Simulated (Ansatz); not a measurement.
**B4As5 zinc blende off sphere (B₄As₅H₁₆+): inputs that go wrong**

1 input was typed for B4As5 zinc blende off sphere (B₄As₅H₁₆+). Each is run as it stands; the log then has to tell whether the result can be used.

Computed with Ansatz 0.2.0, Gaussian basis. Level: the settings change from run to run.

5 further runs of the same task are left out: 3 that didn't finish, 2 set aside as unsound or not needed.

## Step 1: The molecule

An earlier PBE-D4/def2-SVP relaxation fixed the geometry.

25 atoms, charge 1, spin multiplicity 1.

Atoms are counted from 1 here; the program's logs count them from 0.

Bond lengths: As1–B6 2.069 Å, As1–B7 2.056 Å, As1–H10 1.518 Å, As1–H11 1.521 Å, As2–B6 2.069 Å, As2–B8 2.056 Å, As2–H12 1.518 Å, As2–H13 1.521 Å, As3–B6 2.065 Å, As3–B9 2.065 Å, As3–H14 1.520 Å, As3–H15 1.520 Å, As4–B7 2.056 Å, As4–B9 2.069 Å, As4–H16 1.521 Å, As4–H17 1.518 Å, As5–B8 2.056 Å, As5–B9 2.069 Å and more. Angles: B6–As1–B7 119.4°, B6–As1–H10 107.4°, B6–As1–H11 105.5°, B7–As1–H10 109.8°, B7–As1–H11 112.8°, H10–As1–H11 100.2°, B6–As2–B8 119.4°, B6–As2–H12 107.4°, B6–As2–H13 105.5°, B8–As2–H12 109.8°, B8–As2–H13 112.8°, H12–As2–H13 100.2°, B6–As3–B9 114.2°, B6–As3–H14 110.3°, B6–As3–H15 110.3°, B9–As3–H14 110.3°, B9–As3–H15 110.3°, H14–As3–H15 100.7° and more.

## Step 2: Try 1

Contents of in.yaml:

```yaml
crystal:
  periodic: [false, false, false]
  atoms:
    - {symbol: As, position_ang: [0.239470, -2.379969, 0.021994]}
    - {symbol: As, position_ang: [0.233160, 0.023167, -2.380277]}
    - {symbol: As, position_ang: [-2.068589, -0.006444, -0.000750]}
    - {symbol: As, position_ang: [0.231599, -0.022378, 2.380619]}
    - {symbol: As, position_ang: [0.224849, 2.381164, -0.021084]}
    - {symbol: B, position_ang: [-0.942927, -1.229335, -1.226943]}
    - {symbol: B, position_ang: [1.381450, -1.457349, 1.461190]}
    - {symbol: B, position_ang: [1.372355, 1.466997, -1.461347]}
    - {symbol: B, position_ang: [-0.951429, 1.222952, 1.226704]}
    - {symbol: H, position_ang: [1.122592, -3.244254, -0.859342]}
    - {symbol: H, position_ang: [-0.687286, -3.440021, 0.596072]}
    - {symbol: H, position_ang: [1.117609, -0.855626, -3.245804]}
    - {symbol: H, position_ang: [-0.697660, 0.593387, -3.438824]}
    - {symbol: H, position_ang: [-3.036848, -0.836506, 0.825495]}
    - {symbol: H, position_ang: [-3.040383, 0.818172, -0.828307]}
    - {symbol: H, position_ang: [-0.696464, -0.600014, 3.437580]}
    - {symbol: H, position_ang: [1.108981, 0.861714, 3.247930]}
    - {symbol: H, position_ang: [-0.707711, 3.436748, -0.593953]}
    - {symbol: H, position_ang: [1.103133, 3.249295, 0.861315]}
    - {symbol: H, position_ang: [-1.652189, -1.928219, -1.924299]}
    - {symbol: H, position_ang: [1.759864, -2.274273, 2.279063]}
    - {symbol: H, position_ang: [2.256080, -0.854338, 0.861334]}
    - {symbol: H, position_ang: [1.743592, 2.286885, -2.279565]}
    - {symbol: H, position_ang: [2.252263, 0.870854, -0.862382]}
    - {symbol: H, position_ang: [-1.665500, 1.917391, 1.923591]}
basis:
  gaussian: {orbitals: def2-SVP, final_grid: {core_spheres: 1, valence_spheres: 1, degree: 5}}
total_charge: 2
magnetization: {spin_polarized: true, initial_magnetization: 1}
hamiltonian: {xc: {name: PBE}}
accuracy: high
scf: {lower_state_search: off}
```

Command:

```console
> ansatz run in.yaml --threads 4 --pin off --events-out ev --progress --plain --max-ram 6963MiB
```

Before running them: what should the planned runs give, taken together?

As calculated:

```tsv
try	level	ended	cause	time
1	PBE/def2-SVP	converged	the integration grid is far too coarse	56 s
```

In words: 1 converged. The dangerous case is the input that converges on a wrong geometry, charge, spin, basis or grid: often only a look at the input shows it.
